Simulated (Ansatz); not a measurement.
## Ni in Ansatz: the effect of functional

The system is Ni, a sheet with vacuum.

```
Ni
1.0
     2.25911    0.00000    0.00000
     0.00000    2.25911    0.00000
     0.00000    0.00000   23.80000
Ni
1
Cartesian
  1.1296 1.1296 7.0001
```

The cell was built by a generator and needn't be a form met in nature.

Alike in all runs:

| Property | Result |
| --- | --- |
| Program | Ansatz 0.2.0 |
| Task | work function |
| Potentials or basis | all-electron LAPW, scalar-relativistic |
| Basis error allowed | 0.002 eV/atom |
| k mesh | 12 × 12 × 1 |
| Occupations | fermi-dirac, width 0.05 eV |
| Spin | collinear spin, ferromagnetic start |
| Starting moments | [1.0] μB |

```csv
functional,cutoff,moment (μB),work function (eV)
PBE,361 eV (chosen from the basis error),0.88,5.25
LDA,360 eV (chosen from the basis error),0.85,5.62
PBEsol,360 eV (chosen from the basis error),?,?
```

Problem. What does the run with functional PBEsol give?

Solution. Moment 0.88 μB; work function 5.37 eV.
